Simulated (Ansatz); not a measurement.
Working through a charge-density difference against the sublattices of TaRu, space group P4/mmm

With Ansatz's Python interface.

At the Python prompt:
```pycon
>>> from dataclasses import dataclass
>>> import warnings
>>> import ansatz as az
>>> import numpy as np
>>> @dataclass(frozen=True)
... class RunConfig:
...     occupations: str = 'methfessel_paxton'
...     width_ev: float = 0.15
...     max_iterations: int = 150
...     cutoff_ev: int = 460
...     kgrid: tuple[int, ...] = (9, 9, 9)
...
>>> opts = RunConfig()
>>> vectors0 = np.array([
...     [3.053, 0.0, 0.0],
...     [0.0, 3.053, 0.0],
...     [0.0, 0.0, 3.389],
... ])
>>> sites = [
...     ('Ta', (0.5, 0.5, 0.5)),
...     ('Ru', (0.0, 0.0, 0.0)),
... ]
>>> def build(cell):
...     crystal = az.Crystal(lattice=az.Lattice.of(cell))
...     for symbol, position in sites:
...         crystal = crystal.atom(symbol, position)
...     return crystal
...
>>> warnings.simplefilter('ignore', az.DeckWarning)
>>> def solve(crystal):
...     return (
...         crystal.calculation()
...         .functional(az.Functional.PBESOL)
...         .occupations(opts.occupations, width=opts.width_ev)
...         .scf(max_iterations=opts.max_iterations, lower_state_search='standard')
...         .basis(opts.cutoff_ev, grid_basis='typed')
...         .kpoints(*opts.kgrid)
...         .density()
...         .run(threads=1)
...     )
...
>>> whole = solve(build(vectors0))
>>> difference = whole.density().channels[0].density_e_per_ang3.copy()
>>> binding = whole.report['free_energy_ev']
>>> for element in ['Ta', 'Ru']:
...     part = az.Crystal(lattice=az.Lattice.of(vectors0))
...     for symbol, position in sites:
...         if symbol == element:
...             part = part.atom(symbol, position)
...     alone = solve(part)
...     difference -= alone.density().channels[0].density_e_per_ang3
...     binding -= alone.report['free_energy_ev']
...     print(f'{element} sublattice: {alone.report["n_electrons"]:g} electrons, {alone.report["n_iterations"]} iterations')
...
Ta sublattice: 13 electrons, 6 iterations
Ru sublattice: 16 electrons, 6 iterations
>>> voxel = abs(np.linalg.det(vectors0)) / difference.size
>>> print(f'energy of the crystal less its unpolarised sublattices: {binding / len(sites):.4f} eV/atom')
energy of the crystal less its unpolarised sublattices: -3.8398 eV/atom
>>> print(f'net charge of the difference {difference.sum() * voxel:.5f} e, charge moved {0.5 * np.abs(difference).sum() * voxel:.3f} e')
net charge of the difference 0.00000 e, charge moved 0.603 e
>>> print(f'extremes {difference.min():.4f} and {difference.max():.4f} e/A^3')
extremes -0.3218 and 0.1183 e/A^3
>>> for (symbol, position) in sites:
...     index = tuple(int(round(p * n)) % n for p, n in zip(position, difference.shape))
...     print(f'  change of the pseudo-density at the grid point nearest {symbol}: {difference[index]:+.4f} e/A^3')
...
  change of the pseudo-density at the grid point nearest Ta: -0.0249 e/A^3
  change of the pseudo-density at the grid point nearest Ru: -0.0402 e/A^3
>>> profile = difference.mean(axis=(0, 1))
>>> print('planar mean along the third vector:', np.round(profile[:: max(len(profile) // 12, 1)], 4))
planar mean along the third vector: [-0.03   -0.0112  0.0119  0.0286  0.0245 -0.0132 -0.0514 -0.0132  0.0245
  0.0286  0.0119 -0.0112]
```

Reading the output:
- The settings weren't tested for convergence.
- No spin polarisation was allowed.
- For a metal this k-point mesh is coarse: on a finer one energies can move by several to tens of meV an atom and pressures by half a GPa or more, differences at one mesh by less.
- Spin-orbit coupling, which matters for elements this heavy, is left out.
- Grid values close to the nuclei reflect the PAW or pseudopotential construction, not the all-electron fields.
- The starting cell is as deposited in a crystallographic database; the results hold for this polymorph, which needn't be the stable one.
- Charge moved counts every rearrangement, bonding and polarisation too, and is no transfer between atoms; the bare sublattices are artificial references. Values near the nuclei depend on the potentials.
- The whole script took 6.2 s on 1 thread of Intel(R) Xeon(R) Platinum 8259CL CPU @ 2.50GHz (Skylake/Cascade Lake), with other jobs on the host, peak memory 0.42 GiB.
